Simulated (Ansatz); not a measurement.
**C₂H₉GeN: a ladder of functionals and wavefunction methods**

The task here is to estimate one member of a computed series from the others.

Program: Ansatz 0.2.0, Gaussian basis. Level of theory: functionals in def2-TZVPP, the program's frozen cores in correlated methods. These are calculated values, not measurements.

The runs, in order: PBE-D4, r2SCAN-D4, PBE0-D4, B3LYP-D4, ωB97X-V, ωB97M-V, B2PLYP; CCSD(T)/def2-TZVPP; MP2/def2-QZVPP; extrapolation to the limit.

### The geometry

An earlier PBE0-D4 in a triple-zeta def2 set relaxation fixed the geometry.

SMILES `NC[CH2][GeH3]`, 13 atoms, charge 0, spin multiplicity 1.

Atoms are counted from 1 here; the program's logs count them from 0.

Bond lengths: N1–C2 1.456 Å, N1–H5 1.013 Å, N1–H6 1.013 Å, C2–C3 1.517 Å, C2–H7 1.095 Å, C2–H8 1.102 Å, C3–Ge4 1.959 Å, C3–H9 1.093 Å, C3–H10 1.095 Å, Ge4–H11 1.539 Å, Ge4–H12 1.541 Å, Ge4–H13 1.540 Å. Angles: C2–N1–H5 110.8°, C2–N1–H6 110.2°, H5–N1–H6 106.9°, N1–C2–C3 110.5°, N1–C2–H7 107.5°, N1–C2–H8 113.5°, C3–C2–H7 109.5°, C3–C2–H8 109.2°, H7–C2–H8 106.4°, C2–C3–Ge4 113.3°, C2–C3–H9 109.7°, C2–C3–H10 110.3°, Ge4–C3–H9 108.7°, Ge4–C3–H10 107.7°, H9–C3–H10 106.9°, C3–Ge4–H11 110.4°, C3–Ge4–H12 110.5°, C3–Ge4–H13 110.2° and more.

The first run:

Contents of in.yaml:

```yaml
crystal:
  periodic: [false, false, false]
  atoms:
    - {symbol: N, position_ang: [-0.807528, 1.989176, -0.528406]}
    - {symbol: C, position_ang: [-0.642447, 0.542689, -0.503767]}
    - {symbol: C, position_ang: [0.518930, 0.154797, 0.391915]}
    - {symbol: Ge, position_ang: [0.878694, -1.770727, 0.403990]}
    - {symbol: H, position_ang: [-1.566841, 2.253233, -1.144359]}
    - {symbol: H, position_ang: [-1.045714, 2.329588, 0.395805]}
    - {symbol: H, position_ang: [-0.438039, 0.216755, -1.529076]}
    - {symbol: H, position_ang: [-1.546921, 0.002182, -0.180247]}
    - {symbol: H, position_ang: [1.423032, 0.678632, 0.070415]}
    - {symbol: H, position_ang: [0.322323, 0.462489, 1.424570]}
    - {symbol: H, position_ang: [2.084361, -2.085923, 1.306280]}
    - {symbol: H, position_ang: [-0.344432, -2.545169, 0.931053]}
    - {symbol: H, position_ang: [1.184881, -2.262519, -1.023171]}
basis:
  gaussian: {orbitals: def2-TZVPP}
hamiltonian: {xc: pbe, dispersion: d4}
output: {forces: true, orbitals: {seedname: orbitals}}
```

Command:

```sh
> ansatz run in.yaml --threads 4 --pin off --events-out ev --progress --plain --max-ram 10444MiB
```

Steps of the session up to this table: PBE-D4 (GGA); r2SCAN-D4 (meta-GGA); PBE0-D4 (hybrid); B3LYP-D4 (hybrid); ωB97X-V (range-separated); ωB97M-V (range-separated); B2PLYP (double hybrid); CCSD(T) in def2-TZVPP; MP2 in def2-QZVPP.

One table of the session follows, with a row left open; its other results are not shown here.

```
            method  atomisation energy (kJ/mol)
            PBE-D4                       4469.1
         r2SCAN-D4                       4413.4
           PBE0-D4                       4417.8
          B3LYP-D4                       4423.2
           ωB97X-V                       4441.0
           ωB97M-V                       4423.2
            B2PLYP                       4373.2
     HF/def2-TZVPP                       3209.9
    MP2/def2-TZVPP                       4335.7
   CCSD/def2-TZVPP                       4279.7
CCSD(T)/def2-TZVPP                            ?
           MP2/CBS                       4435.4
       CCSD(T)/CBS                       4431.6
```

Estimate the missing values for CCSD(T)/def2-TZVPP.

**Answer.** atomisation energy (kJ/mol): 4332.0. In the column «atomisation energy (kJ/mol)» it lies between CCSD/def2-TZVPP (4279.7) and MP2/def2-TZVPP (4335.7).

Limits of these values: Free atoms (1 N, 2 C, 1 Ge, 9 H) were run apart at each level; the atomisation energy is their sum less the molecule, without zero-point or spin-orbit terms.
